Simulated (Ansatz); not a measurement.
# C₂H₆InO radical: basis-set convergence

One table from this session's results is given with a row withheld; the runs are named, their logs left out.

The runs use Ansatz 0.2.0, Gaussian basis; one geometry, several basis sets.

Plan: PBE0-D4/def2-SVP; ωB97M-V/def2-SVP; PBE0-D4/def2-QZVPP; ωB97M-V/def2-QZVPP; the functionals' def2-TZVPP values are taken from earlier runs.

## The relaxed structure

An earlier PBE0-D4 in a triple-zeta def2 set relaxation fixed the geometry. In takes the def2 core potential; no spin-orbit term is included.

SMILES `[CH2][In]([CH3])[OH]`, 10 atoms, charge 0, spin multiplicity 2.

Atoms are counted from 1 here; the program's logs count them from 0.

Bond lengths: C1–In2 2.113 Å, C1–H5 1.087 Å, C1–H6 1.087 Å, In2–C3 2.132 Å, In2–O4 2.002 Å, C3–H7 1.091 Å, C3–H8 1.089 Å, C3–H9 1.090 Å, O4–H10 0.959 Å. Angles: In2–C1–H5 122.5°, In2–C1–H6 123.6°, H5–C1–H6 113.9°, C1–In2–C3 134.9°, C1–In2–O4 113.7°, C3–In2–O4 111.5°, In2–C3–H7 110.2°, In2–C3–H8 108.8°, In2–C3–H9 110.8°, H7–C3–H8 109.1°, H7–C3–H9 108.3°, H8–C3–H9 109.5°, In2–O4–H10 113.9°.

Set-up of the first run:

in.yaml reads:

```yaml
crystal:
  periodic: [false, false, false]
  atoms:
    - {symbol: C, position_ang: [-1.568389, 1.308581, -0.676421]}
    - {symbol: In, position_ang: [0.102241, 0.107166, -0.195422]}
    - {symbol: C, position_ang: [0.542093, -1.317805, 1.328524]}
    - {symbol: O, position_ang: [1.647064, 0.341110, -1.447602]}
    - {symbol: H, position_ang: [-1.576051, 1.984258, -1.527965]}
    - {symbol: H, position_ang: [-2.492418, 1.311361, -0.104310]}
    - {symbol: H, position_ang: [-0.074478, -2.208685, 1.200645]}
    - {symbol: H, position_ang: [1.592629, -1.597170, 1.256472]}
    - {symbol: H, position_ang: [0.342926, -0.901907, 2.316707]}
    - {symbol: H, position_ang: [1.484394, 0.973090, -2.150650]}
basis:
  gaussian: {orbitals: def2-SVP}
magnetization: {spin_polarized: true, initial_magnetization: 1}
hamiltonian: {xc: pbe0, dispersion: d4}
output: {orbitals: {seedname: orbitals}}
```

Launch:

```bash
$ ansatz run in.yaml --threads 4 --pin off --events-out ev --progress --plain --max-ram 10444MiB
```

Steps of the session up to this table: PBE0-D4 in def2-SVP; ωB97M-V in def2-SVP; PBE0-D4 in def2-QZVPP; ωB97M-V in def2-QZVPP.

One of the session's tables, all rows but one given; the rest of the session is left out.

It belongs to the step «Functionals by basis». 

```
functional       basis  HOMO (eV)  LUMO (eV)
   PBE0-D4    def2-SVP      -6.94      -2.39
   PBE0-D4  def2-TZVPP      -7.04      -2.55
   PBE0-D4  def2-QZVPP      -7.06      -2.58
   ωB97M-V    def2-SVP      -8.97      -0.60
   ωB97M-V  def2-TZVPP      -9.07      -0.89
   ωB97M-V  def2-QZVPP          ?          ?
```

Q: Estimate the row for ωB97M-V, def2-QZVPP from the others.

**Answer.** HOMO (eV): -9.10; LUMO (eV): -0.95. In the column «HOMO (eV)» it is the lowest.
